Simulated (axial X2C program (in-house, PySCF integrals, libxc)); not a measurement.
# All-electron X2C curves of CdLi⁻

Aim: find the lowest determinant of CdLi⁻, scan the bond at several levels and fit the constants, once spin-free and once with spin–orbit coupling.

Computed with an in-house X2C program for linear molecules on PySCF integrals. Level: all-electron X2C, Cd dyall-acv3z, Li dyall-av3z.

All values are calculated.

**1. Set-up**

task.json

```json
{"zs": [48, 3], "q": -1, "bas": ["dyall-acv3z", "dyall-av3z"], "levels": ["PBE0", "HF", "M06"], "cc": true, "r0": 2.69, "thr": -2.0, "nmax": 90, "npts": 10, "nst": 2, "ntry": 6}
```

Keys: zs atomic numbers; q charge; bas basis sets; levels methods (HF also brings MP2); cc coupled cluster on or off; r0 starting distance in Å; thr threshold in hartree for freezing inner shells (an s shell follows its p shell); nmax most natural virtual spinors; npts points asked for on the curve; nst determinants followed; ntry starts of the search.

Run with:

```
$ python so2c.py task.json out
```

Spin-free means the one-electron spin-free X2C Hamiltonian; two-component (2c) means X2C with spin–orbit coupling and atomic mean-field two-electron Coulomb and Gaunt terms. Basis: Cd dyall-acv3z contracted to [13s13p9d5f3g], Li dyall-av3z contracted to [9s9p3d]; Gaussian nuclei, density fitting. Masses: Cd 113.903 u, Li 7.016 u.

Notation: σ, π±, δ± give the projection m of an orbital's angular momentum (0, ±1, ±2), α and β its spin, Λ and M_S the sums; ω is the projection of a spinor's total angular momentum and Ω the sum. Logs are in hartree.

The results follow Hamiltonian by Hamiltonian and level by level.

**2. State search with PBE0**

PBE0 moves the distance from 2.690 Å to 3.410 Å and compares determinants there.

Spin-free determinants:

```json
{"ΔE (eV)": "0.00", "state": "M_S = 0, Λ = 0", "open shells": "closed shell"}
{"ΔE (eV)": "0.38", "state": "M_S = 1, Λ = 0", "open shells": "beyond closed shells: 2 × σα"}
{"ΔE (eV)": "0.43", "state": "M_S = 1, Λ = 1", "open shells": "beyond closed shells: σα, π+α"}
{"ΔE (eV)": "0.56", "state": "M_S = 0, Λ = 1", "open shells": "beyond closed shells: σα, π+β"}
{"ΔE (eV)": "1.65", "state": "M_S = 1, Λ = 0", "open shells": "beyond closed shells: π+α, π-α"}
{"ΔE (eV)": "3.50", "state": "M_S = 1, Λ = 2", "open shells": "beyond closed shells: σα, δ+α"}
{"ΔE (eV)": "3.55", "state": "M_S = 0, Λ = 2", "open shells": "beyond closed shells: σα, δ+β"}
```

Two-component determinants:

```csv
ΔE (eV),state,open shells
0.00,Ω = 0,closed shell
0.37,Ω = 1,excess of +ω over −ω: 2 × ω = 1/2
0.44,Ω = 2,"excess of +ω over −ω: ω = 1/2, ω = 3/2"
0.57,Ω = 1,"excess of +ω over −ω: ω = -1/2, ω = 3/2"
3.50,Ω = 3,"excess of +ω over −ω: ω = 1/2, ω = 5/2"
3.55,Ω = 2,"excess of +ω over −ω: ω = -1/2, ω = 5/2"
```

**3. PBE0, spin-free**

State followed: M_S = 0, Λ = 0 (closed shell). The scan is laid around 3.410 Å, a first estimate of the minimum, and this SCF restarts from the orbitals of the search.

The SCF at the reference distance of 3.410 Å:

```text
spin-free X2C-1e  PBE0
basis functions 210  fitting functions 903  grid points 5090
iter        total energy     max residual
   1      -5601.196552060     4.92e-05
   2      -5601.196552139     6.08e-05
   3      -5601.196552214     2.59e-05
   4      -5601.196552226     9.84e-06
   5      -5601.196552233     7.25e-06
converged
one-electron -7769.51464803  Coulomb 2303.53866011  exact exchange -38.79159397  xc functional -118.77545667  nuclear repulsion 22.34648633
```

Along the bond, energies from the lowest point:

```
R (Å)  E (eV)   μ (D)  HOMO (eV)  LUMO (eV)  iterations
2.967  0.0444  -10.25       0.47       1.36          29
3.103  0.0180  -10.72       0.46       1.37          20
3.205  0.0071  -11.09       0.44       1.37          19
3.308  0.0016  -11.48       0.43       1.38          16
3.410  0.0000  -11.88       0.42       1.38           5
3.529  0.0023  -12.37       0.41       1.38          17
3.649  0.0073  -12.88       0.40       1.39          15
3.802  0.0168  -13.54       0.39       1.39          15
3.990  0.0310  -14.39       0.38       1.40          15
4.263  0.0541  -15.64       0.37       1.40          18
```

Dipoles are positive if Li is the positive end and refer to the centre of mass.

Outer orbitals at the reference distance:

| symmetry | occupied | ε (eV) | atomic character |
| --- | --- | --- | --- |
| δ+α | yes | -10.24 | 100% Cd d |
| δ-α | yes | -10.24 | 100% Cd d |
| π+α | yes | -10.18 | 100% Cd d |
| π-α | yes | -10.18 | 100% Cd d |
| σα | yes | -10.16 | 100% Cd d |
| σα | yes | -2.94 | 77% Cd s, 10% Li p, 8% Li s |
| σα | yes | 0.42 | 50% Li s, 38% Cd p, 6% Li p |
| π-α | no | 1.38 | 99% Li p |
| π+α | no | 1.38 | 99% Li p |
| σα | no | 1.40 | 90% Li p, 7% Li s |
| σα | no | 1.45 | 58% Li s, 35% Cd p, 7% Li p |

PBE0 fields in the half plane through the axis: z from -2.4 to 5.7 Å across, distance from the axis 0.15 to 2.25 Å upwards; Cd lies at z = 0 and Li at z = 3.410 Å; the ELF is damped to zero where the density is low.

log10 density (e/bohr³). Ten even steps from ' ' (-3.59 ) to '@' (1.80 ):
```
          ..............    ......................      
      ..............................................    
  ........::::::::::::::..............................  
  ....::::::----------::::::::::::::::::::::............
....::::::----======----::::::::::::::::::::::::........
....::::--====++++++====--::::::::::::::::::::::........
..::::----==++**##**++==----::::::::--====--::::::......
..::::----++**##@@##**++----::::::--++##**==::::::......
```

ELF. Ten even steps from ' ' (0.01 ) to '@' (1.00 ):
```
  ....::------::::..        ..--**%%%%@@@@@@@@@@%%##**==
..::==++++====----::::......::==##%%@@@@@@@@@@@@@@%%%%**
--==****++==----::::::::::::--++##@@@@@@@@@@@@@@@@@@%%##
++**##**++----::::::::::::--==**%%%%%%%%%%@@@@@@@@@@@@%%
**####++==::::::::::::::::--==##%%**..    ::##@@@@@@@@@@
####**++--::::==++==::::::--++##**            ##@@@@@@@@
####**==::::++######++::::--++##::  ::@@@@    ::@@@@@@@@
####**==::--**::##::**--::--++##    @@@@@@%%    @@@@@@@@
```

Re = 3.402 Å, ωe = 111.6 cm⁻¹, Be = 0.2204 cm⁻¹, De = 0.266 eV, μ = -11.85 D.

**4. HF, spin-free**

Output at 3.410 Å:

```text
spin-free X2C-1e  HF
basis functions 210  fitting functions 903  grid points 5090
iter        total energy     max residual
   1      -5598.795877461     5.03e-01
   2      -5598.818886887     8.15e-03
   3      -5598.819687995     1.01e-02
   4      -5598.819739833     2.14e-03
   5      -5598.819748119     1.07e-03
   6      -5598.819750421     6.76e-04
   7      -5598.819751241     6.42e-05
   8      -5598.819751508     2.00e-04
   9      -5598.819751655     1.33e-04
  10      -5598.819751676     1.58e-05
  11      -5598.819751678     6.60e-06
  12      -5598.819751679     6.07e-06
  13      -5598.819751679     1.57e-06
converged
one-electron -7768.65985462  Coulomb 2302.75351116  exact exchange -155.25989454  xc functional 0.00000000  nuclear repulsion 22.34648633
```

No constants are quoted: the lowest point is the long end of the scan.

**5. M06, spin-free**

Output at 3.410 Å:

```text
spin-free X2C-1e  M06
basis functions 210  fitting functions 903  grid points 5090
iter        total energy     max residual
   1      -5601.650068500     3.82e-01
   2      -5601.657093587     9.53e-03
   3      -5601.657255660     1.21e-02
   4      -5601.657308579     4.68e-04
   5      -5601.657310410     1.15e-03
   6      -5601.657312956     9.83e-05
   7      -5601.657313098     1.24e-04
   8      -5601.657313139     2.37e-05
   9      -5601.657313143     9.89e-06
converged
one-electron -7769.50939253  Coulomb 2303.55082507  exact exchange -41.90007736  xc functional -116.14515465  nuclear repulsion 22.34648633
```

Re = 3.390 Å, ωe = 131.8 cm⁻¹, Be = 0.2219 cm⁻¹, De = 0.377 eV, μ = -11.37 D.

**6. MP2 and beyond, spin-free**

Correlated methods: 14 electrons correlated (frozen shells, counted by type: Cd 4 s, 3 p, 1 d; Li 1 s), 284 virtual spinors in MP2, 88 natural virtuals in coupled cluster.

Output of the correlated part at 3.410 Å:

```text
correlated 14  virtual 284  natural virtual 88  E(MP2) -0.493021177  MP2 remainder -0.051746552
iter   CCSD correlation   residual
   1     -0.406932755   2.00e-01
   2     -0.422085525   9.30e-02
   3     -0.422593301   4.46e-02
   4     -0.422496376   1.41e-02
   5     -0.422694440   4.29e-03
   6     -0.422656507   1.56e-03
   7     -0.422636263   5.19e-04
   8     -0.422645457   2.54e-04
   9     -0.422641627   1.09e-04
  10     -0.422642633   2.78e-05
  11     -0.422642296   1.07e-05
  12     -0.422642159   4.45e-06
  13     -0.422642150   1.80e-06
(T) -0.014138092  T1 0.0364  D1 0.0758  max T2 0.167
```

T1 in the output is the amplitude norm over the root of the electron number; divide by √2 for the Lee–Taylor value.

MP2: Re = 3.442 Å, ωe = 97.6 cm⁻¹, Be = 0.2153 cm⁻¹, De = 0.180 eV.

CCSD: No constants are quoted: too few points lie around the minimum for a second fit to confirm the first.

CCSD(T): No constants are quoted: the points don't follow one smooth fit.

**7. A higher determinant, spin-free**

State: M_S = 1, Λ = 0 (beyond closed shells: 2 × σα).

Output at the reference distance:

```text
spin-free X2C-1e  PBE0
basis functions 210  fitting functions 903  grid points 5090
iter        total energy     max residual
   1      -5601.182747959     4.89e-05
   2      -5601.182748073     4.15e-05
   3      -5601.182748120     2.44e-05
   4      -5601.182748134     7.30e-06
   5      -5601.182748138     5.55e-06
converged
one-electron -7768.44325131  Coulomb 2302.46960707  exact exchange -38.79257291  xc functional -118.76301732  nuclear repulsion 22.34648633
```

```
R (Å)  E above the lowest PBE0 point (eV)
2.967                               0.348
3.103                               0.346
3.205                               0.352
3.308                               0.363
3.410                               0.376
3.529                               0.393
3.649                               0.411
3.802                               0.435
3.990                               0.463
```

Re = 3.047 Å, ωe = 174.8 cm⁻¹, Be = 0.2748 cm⁻¹, μ = -16.22 D. Te = 0.35 eV.

**8. The spin-free curves together**

Energy (eV) of the followed determinant, spin-free, from each level's lowest point:

```
R (Å)   PBE0     HF    MP2   CCSD  CCSD(T)    M06
2.967  0.044  0.187  0.045    n/a      n/a  0.053
3.103  0.018  0.133  0.019  0.043    0.020  0.022
3.205  0.007  0.103  0.008  0.027    0.009  0.008
3.308  0.002  0.079  0.002  0.016    0.002  0.002
3.410  0.000  0.061  0.000  0.009    0.000  0.000
3.529  0.002  0.044  0.001  0.004    0.001  0.004
3.649  0.007  0.031  0.004  0.000    0.020  0.011
3.802  0.017  0.019  0.010  0.002    0.029  0.025
3.990  0.031  0.009  0.021    n/a      n/a  0.045
4.263  0.054  0.000  0.037    n/a      n/a  0.078
```

**9. PBE0, 2c**

State followed: Ω = 0 (closed shell). The scan is laid around 3.410 Å, a first estimate of the minimum, and this SCF restarts from the orbitals of the search.

Output at 3.410 Å:

```text
two-component X2C + atomic mean field  PBE0
basis functions 210  fitting functions 903  grid points 5090
iter        total energy     max residual
   1      -5598.855588101     3.64e-05
   2      -5598.855588120     4.43e-05
   3      -5598.855588144     1.20e-05
   4      -5598.855588152     5.63e-06
converged
one-electron -7762.93225726  Coulomb 2302.25081873  exact exchange -38.76822267  xc functional -118.70697180  nuclear repulsion 22.34648633  atomic mean-field constant -3.04544147
```

Along the bond, energies from the lowest point:

```
R (Å)  E (eV)   μ (D)  HOMO (eV)  LUMO (eV)  iterations
2.967  0.0435  -10.23       0.47       1.36          29
3.103  0.0174  -10.70       0.46       1.37          20
3.205  0.0067  -11.07       0.44       1.37          19
3.308  0.0014  -11.46       0.43       1.38          16
3.410  0.0000  -11.86       0.42       1.38           4
3.529  0.0024  -12.35       0.41       1.38          16
3.649  0.0076  -12.86       0.40       1.39          15
3.802  0.0172  -13.53       0.39       1.39          15
3.990  0.0315  -14.37       0.38       1.40          15
4.263  0.0547  -15.63       0.37       1.40          18
```

Dipoles are positive if Li is the positive end and refer to the centre of mass.

Outer spinors at the reference distance:

```
  ω  occupied  ε (eV)             atomic character     λ mixture
3/2       yes  -10.64                    100% Cd d  83% δ, 17% π
1/2       yes  -10.59                    100% Cd d  61% π, 39% σ
5/2       yes   -9.97                    100% Cd d        100% δ
3/2       yes   -9.92                    100% Cd d  83% π, 17% δ
1/2       yes   -9.90                    100% Cd d  61% σ, 39% π
1/2       yes   -2.94  77% Cd s, 10% Li p, 8% Li s        100% σ
1/2       yes    0.42  50% Li s, 38% Cd p, 6% Li p        100% σ
1/2        no    1.38                     99% Li p        100% π
3/2        no    1.38                     99% Li p        100% π
1/2        no    1.40            90% Li p, 7% Li s        100% σ
1/2        no    1.45  57% Li s, 35% Cd p, 7% Li p        100% σ
```

PBE0 fields in the half plane through the axis: z from -2.4 to 5.7 Å across, distance from the axis 0.15 to 2.25 Å upwards; Cd lies at z = 0 and Li at z = 3.410 Å; the ELF is damped to zero where the density is low.

log10 density (e/bohr³). Ten even steps from ' ' (-3.59 ) to '@' (1.80 ):
```
          ..............    ......................      
      ..............................................    
  ........::::::::::::::..............................  
  ....::::::----------::::::::::::::::::::::............
....::::::----======----::::::::::::::::::::::::........
....::::--====++++++====--::::::::::::::::::::::........
..::::----==++**##**++==----::::::::--====--::::::......
..::::----++**##@@##**++----::::::--++##**==::::::......
```

ELF. Ten even steps from '0' (0.01 ) to '9' (1.00 ):
```
0112333221000013688999998764
1245544332211124789999999886
3466543322222235799999999987
5676533222222346888889999998
6775422222222347861002799999
7765322454222357600000079999
7764225777522357202990029999
7764236272632357009998009999
```

Re = 3.397 Å, ωe = 111.9 cm⁻¹, Be = 0.221 cm⁻¹, De = 0.267 eV, μ = -11.81 D.

**10. HF, 2c**

The SCF at the reference distance of 3.410 Å:

```text
two-component X2C + atomic mean field  HF
basis functions 210  fitting functions 903  grid points 5090
iter        total energy     max residual
   1      -5596.453284359     5.04e-01
   2      -5596.476302578     8.13e-03
   3      -5596.477105656     1.01e-02
   4      -5596.477157808     2.14e-03
   5      -5596.477166165     1.07e-03
   6      -5596.477168569     7.09e-04
   7      -5596.477169458     5.77e-05
   8      -5596.477169757     2.12e-04
   9      -5596.477169920     1.44e-04
  10      -5596.477169946     1.84e-05
  11      -5596.477169949     1.10e-05
  12      -5596.477169951     1.37e-05
  13      -5596.477169952     6.04e-06
  14      -5596.477169953     1.21e-06
converged
one-electron -7762.06996910  Coulomb 2301.45790996  exact exchange -155.16615567  xc functional 0.00000000  nuclear repulsion 22.34648633  atomic mean-field constant -3.04544147
```

No constants are quoted: the lowest point is the long end of the scan.

**11. M06, 2c**

The SCF at the reference distance of 3.410 Å:

```text
two-component X2C + atomic mean field  M06
basis functions 210  fitting functions 903  grid points 5090
iter        total energy     max residual
   1      -5599.308489679     3.80e-01
   2      -5599.315562780     9.53e-03
   3      -5599.315727319     1.21e-02
   4      -5599.315782117     5.45e-04
   5      -5599.315785864     1.35e-03
   6      -5599.315790098     4.00e-04
   7      -5599.315792737     3.66e-04
   8      -5599.315797023     6.91e-04
   9      -5599.315801251     5.33e-04
  10      -5599.315804351     2.21e-04
  11      -5599.315806770     2.06e-04
  12      -5599.315809030     4.47e-04
  13      -5599.315811383     3.54e-04
  14      -5599.315813884     2.24e-04
  15      -5599.315817898     3.76e-04
  16      -5599.315827150     8.92e-04
  17      -5599.315828117     9.95e-04
  18      -5599.315833610     7.34e-04
  19      -5599.315838754     1.87e-04
  20      -5599.315840333     1.09e-04
  21      -5599.315841216     1.51e-04
  22      -5599.315841800     8.84e-05
  23      -5599.315842032     5.70e-05
  24      -5599.315842130     2.26e-05
  25      -5599.315842163     1.42e-05
  26      -5599.315842189     1.94e-05
  27      -5599.315842212     1.20e-05
  28      -5599.315842269     2.62e-05
  29      -5599.315842393     4.06e-05
  30      -5599.315842970     6.32e-05
  31      -5599.315846093     1.91e-04
  32      -5599.315846100     2.85e-04
  33      -5599.315846961     2.19e-04
  34      -5599.315847974     1.72e-04
  35      -5599.315850907     1.33e-04
  36      -5599.315853423     1.34e-04
  37      -5599.315872961     5.73e-04
  38      -5599.316077868     1.08e-03
  39      -5599.316086284     1.89e-03
  40      -5599.316102777     1.45e-03
  41      -5599.316154990     1.15e-03
  42      -5599.316203920     6.45e-04
  43      -5599.316239051     3.55e-04
  44      -5599.316246524     5.37e-04
  45      -5599.316256034     2.21e-04
  46      -5599.316257491     1.89e-04
  47      -5599.316259567     2.03e-04
  48      -5599.316261778     6.94e-05
  49      -5599.316262125     6.73e-05
  50      -5599.316262286     1.29e-05
  51      -5599.316262300     6.39e-06
  52      -5599.316262302     5.07e-06
converged
one-electron -7762.64627303  Coulomb 2301.97778975  exact exchange -41.87300592  xc functional -116.07581796  nuclear repulsion 22.34648633  atomic mean-field constant -3.04544147
```

No constants are quoted: the solution changes its character somewhere along the scan, so the fit is set aside.

**12. MP2 and beyond, 2c**

Correlated methods: 14 electrons correlated (frozen shells, counted by type: Cd 4 s, 3 p, 1 d; Li 1 s), 284 virtual spinors in MP2, 90 natural virtuals in coupled cluster.

Output of the correlated part at 3.410 Å:

```text
correlated 14  virtual 284  natural virtual 90  E(MP2) -0.492937413  MP2 remainder -0.048769840
iter   CCSD correlation   residual
   1     -0.409403501   2.00e-01
   2     -0.424624222   9.29e-02
   3     -0.425135334   4.46e-02
   4     -0.425032045   1.41e-02
   5     -0.425232431   4.31e-03
   6     -0.425195241   1.56e-03
   7     -0.425174527   5.24e-04
   8     -0.425183867   2.57e-04
   9     -0.425179947   1.11e-04
  10     -0.425180984   3.02e-05
  11     -0.425180619   1.37e-05
  12     -0.425180463   7.65e-06
  13     -0.425180466   4.62e-06
(T) -0.014691123  T1 0.0364  D1 0.0759  max T2 0.167
```

MP2: Re = 3.439 Å, ωe = 97.8 cm⁻¹, Be = 0.2156 cm⁻¹, De = 0.180 eV.

CCSD: No constants are quoted: too few points lie around the minimum for a second fit to confirm the first.

CCSD(T): No constants are quoted: the points don't follow one smooth fit.

**13. A higher determinant, 2c**

State: Ω = 1 (excess of +ω over −ω: 2 × ω = 1/2).

Output at the reference distance:

```text
two-component X2C + atomic mean field  PBE0
basis functions 210  fitting functions 903  grid points 5090
iter        total energy     max residual
   1      -5598.841836072     5.24e-05
   2      -5598.841836160     3.87e-05
   3      -5598.841836242     4.47e-05
   4      -5598.841836253     7.88e-06
   5      -5598.841836259     2.00e-05
   6      -5598.841836262     9.77e-06
converged
one-electron -7761.87804586  Coulomb 2301.19909456  exact exchange -38.76925625  xc functional -118.69467356  nuclear repulsion 22.34648633  atomic mean-field constant -3.04544147
```

```
R (Å)  E above the lowest PBE0 point (eV)
2.967                               0.345
3.103                               0.344
3.205                               0.351
3.308                               0.361
3.410                               0.374
3.529                               0.392
3.649                               0.410
3.802                               0.434
3.990                               0.462
```

Re = 3.041 Å, ωe = 176.5 cm⁻¹, Be = 0.2758 cm⁻¹, μ = -16.20 D. Te = 0.34 eV.

**14. The 2c curves together**

Energy (eV) of the followed determinant, 2c, from each level's lowest point:

```
R (Å)   PBE0     HF    MP2   CCSD  CCSD(T)  M06 (jumps)
2.967  0.043  0.186  0.044    n/a      n/a        0.042
3.103  0.017  0.132  0.019  0.048    0.020        0.018
3.205  0.007  0.102  0.008  0.031    0.009        0.006
3.308  0.001  0.079  0.002  0.020    0.002        0.000
3.410  0.000  0.060  0.000  0.013    0.000        0.000
3.529  0.002  0.044  0.001  0.007    0.001        0.005
3.649  0.008  0.031  0.004  0.000    0.017        0.013
3.802  0.017  0.019  0.011  0.002    0.025        0.028
3.990  0.032  0.009  0.021    n/a      n/a        0.049
4.263  0.055  0.000  0.037    n/a      n/a        0.088
```

Time for the job: 4.1 min (1 thread of Arm Neoverse V1, shared host); peak memory 0.93 GiB.

**15. Results**

Lowest determinant that the search found at its distance, spin-free: M_S = 0, Λ = 0 (closed shell).

Lowest determinant that the search found at its distance, 2c: Ω = 0 (closed shell).

| Hamiltonian | level | Re (Å) | ωe (cm⁻¹) | De (eV) |
| --- | --- | --- | --- | --- |
| spin-free | PBE0 | 3.402 | 111.6 | 0.266 |
| spin-free | MP2 | 3.442 | 97.6 | 0.180 |
| spin-free | M06 | 3.390 | 131.8 | 0.377 |
| 2c | PBE0 | 3.397 | 111.9 | 0.267 |
| 2c | MP2 | 3.439 | 97.8 | 0.180 |

No constants: spin-free HF (the lowest point is the long end of the scan); spin-free CCSD (too few points lie around the minimum for a second fit to confirm the first); spin-free CCSD(T) (the points don't follow one smooth fit); 2c HF (the lowest point is the long end of the scan); 2c CCSD (too few points lie around the minimum for a second fit to confirm the first); 2c CCSD(T) (the points don't follow one smooth fit); 2c M06 (the solution changes its character somewhere along the scan, so the fit is set aside).

Time per point (s) on 1 thread of Arm Neoverse V1, shared host (2c runs); the times are rough: PBE0 0.8, MP2 1.

In words: At MP2, going from spin-free to two-component changes Re by -3 mÅ, ωe by +0.2 %; the spin-free picture holds up (part of it comes from the scalar share of the two-electron terms). De moves by 0.00 eV; both De rest on single-determinant atoms, which can miss part of an open shell's spin–orbit lowering. The highest occupied level is positive at the mean-field levels quoted, but negative in the Hartree–Fock runs, so self-interaction plays a part.

De refers to Cd + Li-, each in the lowest determinant found, which need not be this curve's own limit. Each curve is one determinant whose occupation by symmetry is held fixed; it was picked as the lowest of a PBE0 search that is not exhaustive. Closed shells are restricted here (equal orbitals for both partners), which fails at long range if the bond breaks into open shells. Dissociation energies refer to the lowest single-determinant-based atoms at the same level and basis. The meta-GGAs lack a current-density term, which matters for open shells with orbital currents, atoms included.
